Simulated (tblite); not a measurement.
# As8Ga8H22: the cost of one run

Computed with tblite 0.8.0 and PySCF 2.14.0 and routines of our own; the level stands in each step. Atoms count from 0.

## Step 1: The system as given

38 atoms, charge 0, multiplicity 1; geometry from: force field, distance geometry or constructed start.

## Step 2: Optimising the geometry with GFN2-xTB, one coordinate held

What the job is given:

```
{"job": {"kind": "relax", "xc": "GFN2-xTB", "basis": "xTB"}, "charge": 0, "multiplicity": 1}
As    -1.998600    -1.761200     1.223600
Ga    -1.998600    -1.761200    -1.224200
As    -1.998600     0.546600    -2.040100
As    -3.997300     1.700500     1.223600
Ga    -3.997300     1.700500    -1.224200
Ga    -1.998600     0.546600     2.039600
As     0.000000    -2.915200    -2.040100
As     1.998600    -1.761200     1.223600
Ga     1.998600    -1.761200    -1.224200
Ga     0.000000    -2.915200     2.039600
As     1.998600     0.546600    -2.040100
As     3.997300     1.700500     1.223600
Ga     3.997300     1.700500    -1.224200
As    -0.000000     1.700500     1.223600
Ga    -0.000000     1.700500    -1.224200
Ga     1.998600     0.546600     2.039600
H     -3.239700    -2.477800     1.730300
H     -3.264200    -2.491900    -1.740800
H     -1.998600     0.546600    -3.560100
H     -3.997300     3.133600     1.730300
H     -5.238300     0.984000     1.730300
H     -3.997300     3.161900    -1.740800
H     -5.262800     0.969800    -1.740800
H     -1.998600     0.546600     3.589600
H      0.000000    -2.915200    -3.560100
H     -0.000000    -4.348200    -1.533400
H      3.239700    -2.477800     1.730300
H      3.264200    -2.491900    -1.740800
H      0.000000    -2.915200     3.589600
H     -0.000000    -4.376500     1.522900
H      1.998600     0.546600    -3.560100
H      3.997300     3.133600     1.730300
H      5.238300     0.984000     1.730300
H      3.997300     3.161900    -1.740800
H      5.262800     0.969800    -1.740800
H      0.000000     3.133600     1.730300
H      0.000000     3.161900    -1.740800
H      1.998600     0.546600     3.589600
```

The run is started by

```
$ OMP_NUM_THREADS=2 python large_run.py task.json out
```

One launch serves the whole session: the jobs run in the order shown.

**Question.** How long does this first job take on 2 threads of Arm Neoverse N1, shared host, and how much memory does it need?

About 5.4 s, with a peak of 0.16 GiB.
